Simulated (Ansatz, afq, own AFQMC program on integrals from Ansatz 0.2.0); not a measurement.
# SiGeH₃ (doublet): quantum Monte Carlo beside coupled cluster at distance Si1–Ge2 = 2.151 Å, cc-pVDZ

How near does AFQMC come to the top of the ladder for SiGeH₃ (doublet)?

Computed with Ansatz 0.2.0, Gaussian basis, and an in-house AFQMC program (afq) on its integrals; all values are calculated. Level: cc-pVDZ, frozen cores.

The runs, in order: PBE (unrestricted); r2SCAN (unrestricted); PBE0 (unrestricted); B3LYP (unrestricted); wB97M-V (unrestricted); B2PLYP (unrestricted); CCSD(T) on UHF; Phaseless AFQMC, CISD trial on UHF; CCSD(T) on ROHF; Phaseless AFQMC, CISD trial on ROHF.

2 further runs of the same task are left out: 1 for a known fault of the program, 1 that didn't finish.

## 1. The system

The geometry derives from a PBE0/def2-TZVP stationary point (not a proven minimum). One bond is set to the value named and the two fragments are kept rigid. No spin-orbit coupling is included. The filled d shell of Ge may be among the frozen orbitals whatever the setting's name suggests; the logs give the count.

5 atoms, charge 0, spin multiplicity 2.

Atoms are counted from 1 here; the program's logs count them from 0.

Bond lengths: Si1–Ge2 2.151 Å, Si1–H3 1.499 Å, Si1–H4 1.492 Å, Si1–H5 1.492 Å. Angles: Ge2–Si1–H3 101.6°, Ge2–Si1–H4 116.0°, Ge2–Si1–H5 116.0°, H3–Si1–H4 107.3°, H3–Si1–H5 107.3°, H4–Si1–H5 107.7°.

## 2. PBE (unrestricted)

in.yaml

```yaml
crystal:
  periodic: [false, false, false]
  atoms:
    - {symbol: Si, position_ang: [-0.005570, 0.000000, 1.490366]}
    - {symbol: Ge, position_ang: [-0.001625, 0.000000, -0.660630]}
    - {symbol: H, position_ang: [1.462093, -0.000031, 1.793866]}
    - {symbol: H, position_ang: [-0.594864, 1.204279, 2.144159]}
    - {symbol: H, position_ang: [-0.594915, -1.204254, 2.144159]}
basis:
  gaussian: {orbitals: cc-pVDZ}
magnetization: {spin_polarized: true, initial_magnetization: 1}
hamiltonian: {xc: {name: PBE}}
output: {orbitals: {seedname: orbitals}}
```

Command:

```console
ansatz run in.yaml --threads 1 --pin off --events-out ev --progress --plain --max-ram 1382MiB
```

Log:

```text
Functional definition: PBE
  name "PBE"
  cite "Perdew, Burke & Ernzerhof, Phys. Rev. Lett. 77, 3865 (1996) doi:10.1103/PhysRevLett.77.3865"
  parent pbe
  parameter kappa = 0.804
  parameter beta = 0.06672455060314922
  exchange = pbe_x(kappa = kappa, mu = beta*pi^2/3)
  correlation = pbe_c(beta = beta)
787 factors; their error is unknown
mean field evaluation 1: about -64427.3135 eV, gradient 1.1e1 eV
mean field evaluation 2: about -64426.4706 eV, gradient 1.5e1 eV
mean field evaluation 4: about -64428.5440 eV, gradient 9.2e-1 eV
mean field evaluation 8: about -64428.5426 eV, gradient 6.6e-2 eV
mean field evaluation 16: about -64428.5426 eV, gradient 1.1e-4 eV
mean field evaluation 32: about -64428.3721 eV, gradient 8.8e-2 eV
mean field -64428.54263450 eV, -2367.7052705832 hartree, gradient 4.0e-6 eV, S^2 0.752301; 6 other end points of the search recorded, 0 dependent functions left out
reference -64428.54266686 eV, -2367.7052717723 hartree; 25, 24 occupied and 35, 36 virtual orbitals, 787 factors
Total energy: -64428.54266686 eV, -2367.7052717723 hartree
```

Wall time 4.8 s (1 thread of Arm Neoverse V2, shared host).

From the report: ⟨S²⟩ of the determinant 0.752 (pure doublet: 0.75).

## 3. r2SCAN (unrestricted)

Changes to in.yaml since step 2:

```diff
@@ -11,3 +11,2 @@
 magnetization: {spin_polarized: true, initial_magnetization: 1}
-hamiltonian: {xc: {name: PBE}}
-output: {orbitals: {seedname: orbitals}}
+hamiltonian: {xc: {name: r2SCAN}}
```

Same command.

Log, cut to the lines that bear on the results:

```text
Functional definition: r2SCAN
  name "r2SCAN"
  cite "Furness, Kaplan, Ning, Perdew & Sun, J. Phys. Chem. Lett. 11, 8208 (2020) doi:10.1021/acs.jpclett.0c02405"
  cite "Furness, Kaplan, Ning, Perdew & Sun, J. Phys. Chem. Lett. 11, 9248 (2020) doi:10.1021/acs.jpclett.0c03077"
  parent r2scan
[...]
787 factors; their error is unknown
[...]
mean field -64440.22943495 eV, -2368.1347525779 hartree, gradient 6.0e-6 eV, S^2 0.755299; 6 other end points of the search recorded, 0 dependent functions left out
reference -64440.22944540 eV, -2368.1347529621 hartree; 25, 24 occupied and 35, 36 virtual orbitals, 787 factors
Total energy: -64440.22944540 eV, -2368.1347529621 hartree
```

Run time: 20 s. Hardware: 1 thread of Arm Neoverse V2, shared host.

From the report: ⟨S²⟩ of the determinant 0.755 (pure doublet: 0.75).

## 4. PBE0 (unrestricted)

Changes to in.yaml since step 3:

```diff
@@ -11,2 +11,3 @@
 magnetization: {spin_polarized: true, initial_magnetization: 1}
-hamiltonian: {xc: {name: r2SCAN}}
+hamiltonian: {xc: {name: PBE0}}
+output: {orbitals: {seedname: orbitals}}
```

The command is unchanged.

Log, cut to the lines that bear on the results:

```text
Functional definition: PBE0
  name "PBE0"
  cite "Adamo & Barone, J. Chem. Phys. 110, 6158 (1999) doi:10.1063/1.478522"
  cite "Perdew, Burke & Ernzerhof, Phys. Rev. Lett. 77, 3865 (1996) doi:10.1103/PhysRevLett.77.3865"
  parent pbe
[...]
640 factors; integrals over basis functions are off by at most 1.1e-3 eV
[...]
mean field -64430.89285595 eV, -2367.7916396284 hartree, gradient 7.4e-6 eV, S^2 0.753573; 3 other end points of the search recorded, 0 dependent functions left out
reference -64430.89288033 eV, -2367.7916405245 hartree; 25, 24 occupied and 35, 36 virtual orbitals, 640 factors
Total energy: -64430.89288033 eV, -2367.7916405245 hartree
```

Wall time 4.8 s (1 thread of Arm Neoverse V2, shared host).

From the report: ⟨S²⟩ of the determinant 0.754 (pure doublet: 0.75).

## 5. B3LYP (unrestricted)

Changes to in.yaml since step 4:

```diff
@@ -11,3 +11,2 @@
 magnetization: {spin_polarized: true, initial_magnetization: 1}
-hamiltonian: {xc: {name: PBE0}}
-output: {orbitals: {seedname: orbitals}}
+hamiltonian: {xc: {name: B3LYP}}
```

Launched as before.

Log, cut to the lines that bear on the results:

```text
Functional definition: B3LYP
  name "B3LYP"
  cite "Stephens, Devlin, Chabalowski & Frisch, J. Phys. Chem. 98, 11623 (1994) doi:10.1021/j100096a001"
  cite "Becke, Phys. Rev. A 38, 3098 (1988) doi:10.1103/PhysRevA.38.3098"
  cite "Lee, Yang & Parr, Phys. Rev. B 37, 785 (1988) doi:10.1103/PhysRevB.37.785"
  cite "Vosko, Wilk & Nusair, Can. J. Phys. 58, 1200 (1980) doi:10.1139/p80-159"
[...]
640 factors; integrals over basis functions are off by at most 1.1e-3 eV
[...]
mean field -64443.30201924 eV, -2368.2476679682 hartree, gradient 6.5e-6 eV, S^2 0.752325; 6 other end points of the search recorded, 0 dependent functions left out
reference -64443.30224177 eV, -2368.2476761458 hartree; 25, 24 occupied and 35, 36 virtual orbitals, 640 factors
Total energy: -64443.30224177 eV, -2368.2476761458 hartree
```

It took 6.5 s on 1 thread of Arm Neoverse V2, shared host.

From the report: ⟨S²⟩ of the determinant 0.752 (pure doublet: 0.75).

## 6. wB97M-V (unrestricted)

Changes to in.yaml since step 5:

```diff
@@ -11,2 +11,3 @@
 magnetization: {spin_polarized: true, initial_magnetization: 1}
-hamiltonian: {xc: {name: B3LYP}}
+hamiltonian: {xc: {name: wB97M-V}}
+output: {orbitals: {seedname: orbitals}}
```

Launched as before.

Log, cut to the lines that bear on the results:

```text
Functional definition: wB97M-V
  name "wB97M-V"
  cite "Mardirossian & Head-Gordon, J. Chem. Phys. 144, 214110 (2016) doi:10.1063/1.4952647"
  cite "Becke, J. Chem. Phys. 107, 8554 (1997) doi:10.1063/1.475007"
  cite "Vydrov & Van Voorhis, J. Chem. Phys. 133, 244103 (2010) doi:10.1063/1.3521275"
  # Of w^i u^j: cxij and so on, Table III.
[...]
  gx(w, u) = 1 - cx + cx01*u + cx10*w
  gss(w, u) = css00 + css04*u^4 + css10*w + css20*w^2 + css43*w^4*u^3
  gos(w, u) = cos00 + cos10*w + (cos20 + cos21*u)*w^2 + (cos60 + cos61*u)*w^6
[...]
      + integral(e_c_pw_mod_opposite_spin*gos(b97_w_opposite, b97_u_opposite)) + vv10(b, c)
640 factors; integrals over basis functions are off by at most 1.1e-3 eV
203 factors; integrals over basis functions are off by at most 7.4e-6 eV
[...]
mean field -64437.44969814 eV, -2368.0325991344 hartree, gradient 6.1e-6 eV, S^2 0.752617; 3 other end points of the search recorded, 0 dependent functions left out
reference -64437.44973364 eV, -2368.0326004392 hartree; 25, 24 occupied and 35, 36 virtual orbitals, 640 factors
Total energy: -64437.44973364 eV, -2368.0326004392 hartree
```

Wall time 21 s (1 thread of Arm Neoverse V2, shared host); peak memory 0.27 GiB.

From the report: ⟨S²⟩ of the determinant 0.753 (pure doublet: 0.75).

## 7. B2PLYP (unrestricted)

Changes to in.yaml since step 6:

```diff
@@ -11,3 +11,3 @@
 magnetization: {spin_polarized: true, initial_magnetization: 1}
-hamiltonian: {xc: {name: wB97M-V}}
-output: {orbitals: {seedname: orbitals}}
+hamiltonian: {xc: {name: B2PLYP}}
+correlation: {electrons: outside_noble_gas}
```

Launched as before.

Log, cut to the lines that bear on the results:

```text
Functional definition: B2PLYP
  name "B2PLYP"
  cite "Grimme, J. Chem. Phys. 124, 034108 (2006) doi:10.1063/1.2148954"
  cite "Becke, Phys. Rev. A 38, 3098 (1988) doi:10.1103/PhysRevA.38.3098"
  cite "Lee, Yang & Parr, Phys. Rev. B 37, 785 (1988) doi:10.1103/PhysRevB.37.785"
[...]
640 factors; integrals over basis functions are off by at most 1.1e-3 eV
[...]
mean field -64424.87197652 eV, -2367.5703763906 hartree, gradient 4.0e-6 eV, S^2 0.755124; 4 other end points of the search recorded, 0 dependent functions left out
19 core orbitals not correlated: weight in the atoms' cores, before any rotation towards them, 0.999 or more for the frozen orbitals, at most 0.000 for the correlated occupied ones
reference -64424.87211884 eV, -2367.5703816205 hartree; 6, 5 occupied and 35, 36 virtual orbitals, 640 factors
second order -5.55072076 eV of doubles, -0.00000000 eV of singles
Total energy: -64426.37081344 eV, -2367.6254576314 hartree
```

It took 4.3 s on 1 thread of Arm Neoverse V2, shared host.

From the report: ⟨S²⟩ of the determinant 0.755 (pure doublet: 0.75).

## 8. CCSD(T) on UHF

Changes to in.yaml since step 7:

```diff
@@ -11,3 +11,2 @@
 magnetization: {spin_polarized: true, initial_magnetization: 1}
-hamiltonian: {xc: {name: B2PLYP}}
-correlation: {electrons: outside_noble_gas}
+correlation: {method: ccsd_t, electrons: outside_noble_gas, hamiltonian_folder: ham}
```

The command is unchanged.

Log, cut to the lines that bear on the results:

```text
Functional definition: HF
  name "HF"
  cite "Fock, Z. Phys. 61, 126 (1930) doi:10.1007/BF01340294"
  parent pbe
[...]
640 factors; integrals over basis functions are off by at most 1.1e-3 eV
[...]
mean field -64380.52582635 eV, -2365.9406854306 hartree, gradient 2.8e-6 eV, S^2 0.968251; 17 other end points of the search recorded, 0 dependent functions left out
determinant -64380.52582635 eV, -2365.9406854306 hartree, with singles and doubles -64385.96676704 eV, -2366.1406363130 hartree
determinant -64380.51248873 eV, -2365.9401952822 hartree, with singles and doubles -64385.96914570 eV, -2366.1407237271 hartree
determinant -64380.33591143 eV, -2365.9337061862 hartree, with singles and doubles -64385.82780271 eV, -2366.1355294681 hartree
determinant -64379.14128148 eV, -2365.8898043452 hartree, with singles and doubles -64384.46530126 eV, -2366.0854584634 hartree
[...]
determinant -64377.81808045 eV, -2365.8411776041 hartree, with singles and doubles -64383.30616771 eV, -2366.0428610909 hartree
determinant -64380.52582635 eV, -2365.9406854306 hartree, with singles and doubles -64385.98724728 eV, -2366.1413889477 hartree
determinant -64380.51248873 eV, -2365.9401952822 hartree, with singles and doubles -64385.98800345 eV, -2366.1414167365 hartree
determinant -64380.33591143 eV, -2365.9337061862 hartree, with singles and doubles -64385.82781211 eV, -2366.1355298136 hartree
19 core orbitals not correlated: weight in the atoms' cores, before any rotation towards them, 1.000 or more for the frozen orbitals, at most 0.000 for the correlated occupied ones
reference -64380.51248873 eV, -2365.9401952822 hartree; 6, 5 occupied and 35, 36 virtual orbitals, 640 factors
second order -4.26806859 eV of doubles, -0.00000000 eV of singles
cycle   1  -5.47551086 eV  change    3.8e-6 eV  update   4.2e-6
perturbative correction -0.14282972 eV, -0.0052488955 hartree
Total energy: -64386.13082932 eV, -2366.1466654905 hartree
```

It took 14 s on 1 thread of Arm Neoverse V2, shared host.

From the report: ⟨S²⟩ of the determinant 0.935 (pure doublet: 0.75); correlation -5.6183 eV; T1 0.056; largest double amplitude 0.08.

This run also writes the integrals to the folder ham.

## 9. Phaseless AFQMC, CISD trial on UHF

It reads the integrals that the CCSD(T) run on this determinant wrote.

Command:

```console
afq ham --method phaseless --trial cisd --walkers 60 --populations 1 --least-time 40 --time-step 0.005 --steps-per-block 50 --equilibration-blocks 28 --max-blocks 300 --target-error 0.0004 --factor-cut 1e-05 --start spin_pure --seed 6473 --release-times 0.24,0.51,0.99,1.62,2.4 --release-step 0.03 --release-every 4 --taylor-order 6
```

Log:

```text
orbitals 41  electrons 6 5  factors 324 of 640
reference energy -2365.94019528 Eh
CCSD correlation -0.20122110 Eh in 17 cycles, weight of the determinant in the CISD state 0.8152
energy of the start -2366.129465 Eh
 block  time / (1/Eh)  mean weight  energy / Eh
     1     0.250  1.0003  -2366.131305
     2     0.500  1.0017  -2366.133715
     3     0.750  0.9996  -2366.136762
     4     1.000  1.0004  -2366.141940
     5     1.250  1.0000  -2366.142434
     6     1.500  1.0007  -2366.142875
     7     1.750  1.0014  -2366.144233
     8     2.000  0.9991  -2366.142947
     9     2.250  1.0008  -2366.142615
    10     2.500  0.9981  -2366.143578
    13     3.250  1.0008  -2366.144338
    19     4.750  0.9974  -2366.148711
    25     6.250  1.0009  -2366.149756
    31     7.750  0.9974  -2366.142713
    37     9.250  1.0012  -2366.149105
    43    10.750  0.9978  -2366.164892
    49    12.250  0.9997  -2366.147933
    55    13.750  1.0012  -2366.149075
    61    15.250  0.9996  -2366.146509
    67    16.750  0.9994  -2366.149110
    73    18.250  0.9992  -2366.148441
    79    19.750  1.0017  -2366.146277
    85    21.250  1.0012  -2366.144115
    91    22.750  1.0002  -2366.153182
    97    24.250  1.0001  -2366.145627
   103    25.750  0.9982  -2366.143941
   109    27.250  0.9988  -2366.151305
   115    28.750  1.0000  -2366.158705
   121    30.250  1.0030  -2366.151066
   127    31.750  1.0002  -2366.147985
   133    33.250  1.0016  -2366.147243
   139    34.750  0.9905  -2366.149962
   145    36.250  0.9995  -2366.145062
   151    37.750  1.0004  -2366.146662
   157    39.250  1.0003  -2366.148608
   163    40.750  1.0010  -2366.148381
   169    42.250  0.9995  -2366.141821
   175    43.750  1.0002  -2366.146649
   181    45.250  1.0007  -2366.148287
   187    46.750  1.0011  -2366.154362
   193    48.250  1.0000  -2366.147302
   199    49.750  0.9991  -2366.143708
   205    51.250  0.9997  -2366.145574
   211    52.750  0.9997  -2366.144660
   217    54.250  0.9994  -2366.146776
   223    55.750  1.0013  -2366.146558
   229    57.250  0.9996  -2366.144538
   235    58.750  1.0008  -2366.145505
   241    60.250  0.9990  -2366.147483
   247    61.750  1.0002  -2366.151146
   253    63.250  1.0017  -2366.146167
   259    64.750  0.9994  -2366.148244
   265    66.250  1.0007  -2366.151865
blocks merged  error / Eh  count
     1  0.000240  240
     2  0.000304  120
     4  0.000375  60
     8  0.000395  30
    16  0.000404  15
released: time / (1/Eh)  energy / Eh  error  mean overlap
  0.24  -2366.148357  0.000507  1.0073
  0.51  -2366.147566  0.000473  1.0181
  0.99  -2366.148292  0.000366  1.0136
  1.62  -2366.148285  0.000583  1.0132
  2.40  -2366.148781  0.000712  1.0032
energy -2366.148136 +/- 0.000395 Eh
```

Run time: 6.6 min. Hardware: 1 thread of Arm Neoverse V2, shared host.

Energy -64386.1709 ± 0.0107 eV. Caveats: constraint bias not in the error.

## 10. CCSD(T) on ROHF

Changes to in.yaml since step 8:

```diff
@@ -10,3 +10,3 @@
   gaussian: {orbitals: cc-pVDZ}
-magnetization: {spin_polarized: true, initial_magnetization: 1}
+magnetization: {spin_polarized: false, initial_magnetization: 1}
 correlation: {method: ccsd_t, electrons: outside_noble_gas, hamiltonian_folder: ham}
```

Command:

```console
ansatz run in.yaml --threads 1 --pin off --events-out ev --progress --plain --max-ram 1382MiB
```

Log, cut to the lines that bear on the results:

```text
Functional definition: HF
  name "HF"
  cite "Fock, Z. Phys. 61, 126 (1930) doi:10.1007/BF01340294"
  parent pbe
[...]
640 factors; integrals over basis functions are off by at most 1.1e-3 eV
[...]
mean field -64380.41307232 eV, -2365.9365417964 hartree, gradient 1.4e-6 eV, S^2 0.750000; 8 other end points of the search recorded, 0 dependent functions left out
[...]
determinant -64380.41307232 eV, -2365.9365417964 hartree, with singles and doubles -64385.98928339 eV, -2366.1414637735 hartree
determinant -64380.24421851 eV, -2365.9303365333 hartree, with singles and doubles -64385.82259046 eV, -2366.1353379214 hartree
determinant -64378.01835916 eV, -2365.8485377110 hartree, with singles and doubles -64383.64592992 eV, -2366.0553471218 hartree
determinant -64377.67597959 eV, -2365.8359554941 hartree, with singles and doubles -64383.30160764 eV, -2366.0426935116 hartree
determinant -64380.41307232 eV, -2365.9365417964 hartree, with singles and doubles -64385.98926962 eV, -2366.1414632677 hartree
determinant -64380.24421851 eV, -2365.9303365333 hartree, with singles and doubles -64385.82260140 eV, -2366.1353383234 hartree
19 core orbitals not correlated: weight in the atoms' cores, before any rotation towards them, 0.999 or more for the frozen orbitals, at most 0.000 for the correlated occupied ones
reference -64380.41307232 eV, -2365.9365417964 hartree; 6, 5 occupied and 35, 36 virtual orbitals, 640 factors
second order -4.40057797 eV of doubles, -0.05248938 eV of singles
cycle   1  -5.57620225 eV  change   -4.9e-6 eV  update   7.6e-6
perturbative correction -0.14266817 eV, -0.0052429584 hartree
Total energy: -64386.13194273 eV, -2366.1467064077 hartree
```

Wall time 9 s (1 thread of Arm Neoverse V2, shared host).

From the report: correlation -5.7189 eV; T1 0.019; largest double amplitude 0.08.

This run also writes the integrals to the folder ham.

## 11. Phaseless AFQMC, CISD trial on ROHF

It reads the integrals that the CCSD(T) run on this determinant wrote.

Command:

```console
afq ham --method phaseless --trial cisd --walkers 60 --populations 1 --least-time 40 --time-step 0.005 --steps-per-block 50 --equilibration-blocks 28 --max-blocks 300 --target-error 0.0004 --factor-cut 1e-05 --start spin_pure --seed 6473 --release-times 0.24,0.51,0.99,1.62,2.4 --release-step 0.03 --release-every 4 --taylor-order 6
```

Log:

```text
orbitals 41  electrons 6 5  factors 324 of 640
reference energy -2365.93654180 Eh
CCSD correlation -0.20492166 Eh in 16 cycles, weight of the determinant in the CISD state 0.8676
energy of the start -2366.141459 Eh
 block  time / (1/Eh)  mean weight  energy / Eh
     1     0.250  1.0003  -2366.138028
     2     0.500  1.0010  -2366.138098
     3     0.750  0.9992  -2366.138889
     4     1.000  1.0002  -2366.140870
     5     1.250  1.0005  -2366.142670
     6     1.500  0.9995  -2366.143490
     7     1.750  1.0010  -2366.144866
     8     2.000  0.9996  -2366.143607
     9     2.250  1.0009  -2366.145442
    10     2.500  0.9989  -2366.145041
    17     4.250  0.9995  -2366.146898
    25     6.250  1.0012  -2366.145350
    33     8.250  1.0006  -2366.148134
    41    10.250  1.0006  -2366.152072
    49    12.250  0.9990  -2366.148986
    57    14.250  0.9990  -2366.149888
    65    16.250  0.9975  -2366.145949
    73    18.250  0.9983  -2366.147801
    81    20.250  0.9994  -2366.147276
    89    22.250  1.0019  -2366.147687
    97    24.250  1.0004  -2366.150439
   105    26.250  0.9987  -2366.152399
   113    28.250  0.9997  -2366.153005
   121    30.250  1.0006  -2366.144064
   129    32.250  1.0013  -2366.145998
   137    34.250  1.0019  -2366.154833
   145    36.250  1.0007  -2366.154299
   153    38.250  1.0002  -2366.153391
   161    40.250  1.0000  -2366.148663
   169    42.250  1.0003  -2366.151981
   177    44.250  0.9976  -2366.148043
   185    46.250  1.0008  -2366.143075
   193    48.250  1.0007  -2366.145622
   201    50.250  0.9998  -2366.146147
   209    52.250  0.9995  -2366.148758
   217    54.250  0.9988  -2366.148397
   225    56.250  1.0006  -2366.146723
   233    58.250  1.0002  -2366.150189
   241    60.250  0.9991  -2366.145983
   249    62.250  0.9981  -2366.143502
   257    64.250  1.0014  -2366.141460
   265    66.250  1.0008  -2366.144894
   273    68.250  1.0014  -2366.147274
   281    70.250  1.0014  -2366.143721
   289    72.250  1.0016  -2366.143264
   297    74.250  0.9984  -2366.145806
   305    76.250  1.0003  -2366.147277
   313    78.250  1.0013  -2366.143713
   321    80.250  1.0004  -2366.146353
blocks merged  error / Eh  count
     1  0.000184  300
     2  0.000240  150
     4  0.000309  75
     8  0.000394  37
    16  0.000501  18
    32  0.000594  9
released: time / (1/Eh)  energy / Eh  error  mean overlap
  0.24  -2366.147518  0.000469  1.0127
  0.51  -2366.147350  0.000345  1.0303
  0.99  -2366.148023  0.000305  1.0185
  1.62  -2366.148017  0.000362  1.0079
  2.40  -2366.148190  0.000489  0.9835
energy -2366.147879 +/- 0.000501 Eh
```

Wall time 8 min (1 thread of Arm Neoverse V2, shared host).

Energy -64386.1639 ± 0.0136 eV. The run doesn't count as converged. Caveats: constraint bias not in the error; error not settled; halves of the run differ.

## 12. AFQMC on the ladder

On the UHF determinant, counted from CCSD(T) (a yardstick, not exact):

| level | energy (eV) | from CCSD(T) (kJ/mol) | statistical error (kJ/mol) | time |
| --- | --- | --- | --- | --- |
| HF | -64380.5125 | +542.1 |  |  |
| MP2 | -64384.7806 | +130.3 |  |  |
| CCSD | -64385.9880 | +13.8 |  |  |
| CCSD(T) | -64386.1308 | 0.0 |  |  |
| Phaseless AFQMC, CISD trial, step 0.005, 60 walkers | -64386.1709 | -3.9 | 1.0 | 6.6 min |

The functionals' totals stand on their own zeros and serve differences with other points: PBE -64428.543 eV; r2SCAN -64440.229 eV; PBE0 -64430.893 eV; B3LYP -64443.302 eV; wB97M-V -64437.450 eV; B2PLYP -64426.371 eV.

## 13. Outcome

| quantity | value |
| --- | --- |
| Phaseless AFQMC, CISD trial on UHF from CCSD(T) | -3.9 ± 1.0 kJ/mol |

On UHF the phaseless walk with the CISD trial lies -3.9 kJ/mol from CCSD(T), 4 times its error bar. Error bars are statistical and leave out the constraint, the time step and what remains of the start.
